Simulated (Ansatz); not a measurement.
# GeH5OPSi: the cost of one run

Computed with the Python package of Ansatz 0.2.0. Level of theory: Hartree-Fock/def2-SVP.

### 1 Starting point

Bond lengths: O1–P2 1.767 Å, P2–Si3 2.166 Å, O1–Ge4 1.797 Å, Si3–Ge4 2.145 Å, P2–H5 1.444 Å, Si3–H6 1.487 Å, Si3–H7 1.523 Å, Ge4–H8 1.534 Å, Ge4–H9 1.627 Å. Angles (14 of 16 angles, heavy atoms first): O1–P2–Si3 88.1°, P2–O1–Ge4 103.1°, P2–Si3–Ge4 80.7°, O1–Ge4–Si3 88.0°, O1–P2–H5 96.0°, Si3–P2–H5 94.3°, P2–Si3–H6 113.7°, P2–Si3–H7 112.9°, Ge4–Si3–H6 115.4°, Ge4–Si3–H7 111.9°, O1–Ge4–H8 109.5°, O1–Ge4–H9 111.3°, Si3–Ge4–H8 115.8°, Si3–Ge4–H9 113.3°.

No structure file is read: the coordinates are typed or built in the script.

### 2 The script

scan_geh5opsi.py reads:

```python
# -*- coding: utf-8 -*-
'''Stretching a bond of GeH5OPSi, the rest held rigid.'''

import ansatz
from ase import Atoms
import numpy as np

atoms = Atoms(['O', 'P', 'Si', 'Ge', 'H', 'H', 'H', 'H', 'H'], positions=[
    [-1.0953, -0.7633, -1.0734],
    [0.099, 0.3261, -1.7859],
    [1.0268, 0.4693, 0.1662],
    [-0.6159, -0.8195, 0.6578],
    [-0.6797, 1.532, -1.6247],
    [0.9666, 1.832, 0.7575],
    [2.3619, -0.259, 0.2426],
    [-0.2435, -2.2578, 1.04],
    [-1.7316, -0.1061, 1.6029],
])
molecule = ansatz.Crystal.molecule_from_ase(atoms)

symbols = [site.symbol for site in molecule.cartesian_sites]
start = np.array([site.position_ang for site in molecule.cartesian_sites])
axis = (start[8] - start[3]) / np.linalg.norm(start[8] - start[3])
moving = [8]
lengths, energies = [1.38, 1.5, 1.63, 1.79, 2.03, 2.44, 2.93, 3.58], []
for length in lengths:
    xyz = start.copy()
    xyz[moving] += (length - np.linalg.norm(start[8] - start[3])) * axis
    point = ansatz.Crystal.molecule()
    for symbol, xyz in zip(symbols, xyz):
        point = point.atom(symbol, xyz.tolist())
    calc = (
        point.calculation()
        .basis(gaussian='def2-SVP')
        .functional('HF')
        .scf(lower_state_search='off')
        .spin('collinear')
    )
    r = calc.run(threads=1, backend='cpu').report
    energies.append(r['free_energy_ev'])
    print(f'r = {length:6.3f} A  E = {energies[-1]:.5f} eV  <S^2> = {abs(r["mean_field"]["state"]["spin_squared"]):.3f}')

print('energy above the lowest point (eV):', [round(e - min(energies), 3) for e in energies])
```

### 3 What the engine is handed

The engine receives this input (first run):

```yaml
crystal:
  periodic: [false, false, false]
  atoms:
    - { symbol: O, position_ang: [-1.0953, -0.7633, -1.0734] }
    - { symbol: P, position_ang: [0.099, 0.3261, -1.7859] }
    - { symbol: Si, position_ang: [1.0268, 0.4693, 0.1662] }
    - { symbol: Ge, position_ang: [-0.6159, -0.8195, 0.6578] }
    - { symbol: H, position_ang: [-0.6797, 1.532, -1.6247] }
    - { symbol: H, position_ang: [0.9666, 1.832, 0.7575] }
    - { symbol: H, position_ang: [2.3619, -0.259, 0.2426] }
    - { symbol: H, position_ang: [-0.2435, -2.2578, 1.04] }
    - { symbol: H, position_ang: [-1.5622558390359713, -0.21438190770972307, 1.4594499986312597] }
basis:
  gaussian:
    orbitals: def2-SVP
hamiltonian:
  xc: hf
magnetization:
  spin_polarized: true
scf:
  lower_state_search: "off"
```

### 4 Running it

Started as:

```console
> python scan_geh5opsi.py
```

**Question.** How long does this script take on 1 thread of Arm Neoverse V2, shared host, and how much memory does it need?

About 22 s, with a peak of 0.37 GiB.
